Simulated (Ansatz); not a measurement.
**BHLYP/6-31G(d) (spherical functions) run of B3H3O3 (SMILES B1OBOBO1)**

What is the vertical ionisation energy of B3H3O3 at BHLYP/6-31G* (spherical functions)? 

The results are computed with Ansatz 0.2.0.

53 further runs of the same task are left out: 3 that didn't finish, 50 set aside as unsound or not needed.

### Step 1. The molecule

B3H3O3: 9 atoms, total charge 0, spin state singlet. SMILES: `B1OBOBO1`. The coordinates come from a PBE0-D4/def2-TZVP relaxation. This is one conformer, not always the lowest.

Bond lengths: B1–O2 1.372 Å, O2–B3 1.372 Å, B3–O4 1.372 Å, O4–B5 1.372 Å, B1–O6 1.372 Å, B5–O6 1.372 Å, B1–H7 1.190 Å, B3–H8 1.190 Å, B5–H9 1.190 Å. Some angles: B1–O2–B3 120.3°, O2–B1–O6 119.7°, O2–B3–O4 119.7°, B3–O4–B5 120.3°, O4–B5–O6 119.7°, B1–O6–B5 120.3°, O2–B1–H7 120.2°, O6–B1–H7 120.2°, O2–B3–H8 120.2°, O4–B3–H8 120.2°.

### Step 2. The energy at BHLYP/6-31G(d) (spherical functions)

run.yaml

```yaml
crystal:
  periodic: [false, false, false]
  atoms:
    - {symbol: B, position_ang: [1.301600, 0.115800, -0.424700]}
    - {symbol: O, position_ang: [0.612800, -1.053500, -0.624800]}
    - {symbol: B, position_ang: [-0.686900, -1.172700, -0.202300]}
    - {symbol: O, position_ang: [-1.297400, -0.115400, 0.423200]}
    - {symbol: B, position_ang: [-0.614800, 1.056900, 0.626900]}
    - {symbol: O, position_ang: [0.684600, 1.168900, 0.201600]}
    - {symbol: H, position_ang: [2.429300, 0.216200, -0.792600]}
    - {symbol: H, position_ang: [-1.281900, -2.188700, -0.377500]}
    - {symbol: H, position_ang: [-1.147300, 1.972500, 1.170100]}
basis:
  gaussian: {orbitals: 6-31G_st_-spherical.json}
hamiltonian: {xc: {name: BHLYP}}
accuracy: high
output: {orbitals: {seedname: orbitals}}
```

The basis set 6-31G* is read from a file made from the Basis Set Exchange's data (not shown).

The run is started by

```console
$ ansatz run run.yaml --threads 1 --pin off --max-ram 3480MiB --events-out events.jsonl --progress --plain --runs-dir runs
```

Output:

```text
Warning: RAYON_NUM_THREADS=1 ignored (pool sized by the plan → 1); use --threads N
Functional definition: BHLYP
  name "BHLYP"
  parameter a = 0.5
  exchange = (1 - a)*b88_x + a*exact_x
  correlation = lyp_c
2137 factors; integrals over basis functions are off by at most 2.8e-9 eV
mean field evaluation 1: about -8216.8017 eV, gradient 5.6e1 eV
mean field evaluation 2: about -8216.3388 eV, gradient 5.9e1 eV
mean field evaluation 4: about -8222.0403 eV, gradient 1.8e0 eV
mean field evaluation 8: about -8222.5607 eV, gradient 1.4e-1 eV
mean field evaluation 16: about -8222.5607 eV, gradient 6.3e-6 eV
mean field -8222.56073448 eV, -302.1735335403 hartree, gradient 4.9e-8 eV, S^2 0.000000; 0 other end points of the search recorded, 0 dependent functions left out
reference -8222.56076028 eV, -302.1735344883 hartree; 21, 21 occupied and 69, 69 virtual orbitals, 2137 factors
Total energy: -8222.56076028 eV, -302.1735344883 hartree
```

Wall time 10 s (1 thread of Arm Neoverse V1, shared host); peak memory 0.31 GiB.

### Step 3. The doublet cation, same level

Edit run.yaml of step 2 so:

```diff
@@ -13,5 +13,12 @@
 basis:
-  gaussian: {orbitals: 6-31G_st_-spherical.json}
-hamiltonian: {xc: {name: BHLYP}}
+  gaussian:
+    orbitals: 6-31G_st_-spherical.json
+total_charge: 1
+magnetization:
+  spin_polarized: true
+  initial_magnetization: 1
+hamiltonian:
+  xc: {name: BHLYP}
 accuracy: high
-output: {orbitals: {seedname: orbitals}}
+output:
+  orbitals: {seedname: orbitals}
```

The basis set 6-31G* is read from a file made from the Basis Set Exchange's data (not shown).

The run is started by

```console
$ ansatz run run.yaml --threads 1 --pin off --max-ram 3480MiB --events-out events.jsonl --progress --plain --runs-dir runs
```

Output:

```text
Warning: RAYON_NUM_THREADS=1 ignored (pool sized by the plan → 1); use --threads N
[... 5 set-up lines as earlier in the session ...]
2135 factors; integrals over basis functions are off by at most 3.1e-9 eV
mean field evaluation 1: about -8198.4989 eV, gradient 5.6e1 eV
mean field evaluation 2: about -8190.2991 eV, gradient 7.4e1 eV
mean field evaluation 4: about -8209.9785 eV, gradient 6.8e0 eV
mean field evaluation 8: about -8210.2619 eV, gradient 8.3e-1 eV
mean field evaluation 16: about -8210.2767 eV, gradient 8.4e-3 eV
mean field evaluation 32: about -8210.2767 eV, gradient 1.8e-8 eV
mean field evaluation 64: about -8210.2768 eV, gradient 1.4e-7 eV
mean field -8210.27684162 eV, -301.7221088042 hartree, gradient 3.5e-8 eV, S^2 0.760479; 10 other end points of the search recorded, 0 dependent functions left out
reference -8210.27686626 eV, -301.7221097096 hartree; 21, 20 occupied and 69, 70 virtual orbitals, 2135 factors
Total energy: -8210.27686626 eV, -301.7221097096 hartree
```

Wall time 74 s (1 thread of Arm Neoverse V1, shared host); peak memory 0.46 GiB.

### Step 4. Summary of results

At BHLYP/6-31G* (spherical functions):

```
                                          quantity          value
                      singlet B3H3O3: total energy  -302.17353 Eh
                       singlet B3H3O3: HOMO energy      -11.05 eV
                       singlet B3H3O3: LUMO energy        0.98 eV
                     singlet B3H3O3: HOMO–LUMO gap       12.03 eV
                      doublet cation: total energy  -301.72211 Eh
doublet cation: HOMO energy (highest over α and β)      -17.26 eV
 doublet cation: LUMO energy (lowest over α and β)      -13.49 eV
                              doublet cation: ⟨S²⟩          0.760
vertical ionisation energy (to the doublet cation)      12.284 eV
```

**Reading.** Removing an electron at fixed nuclei costs 12.28 eV (1185 kJ/mol). −ε(HOMO) before ionisation, 11.05 eV, is 1.23 eV below this ionisation energy.
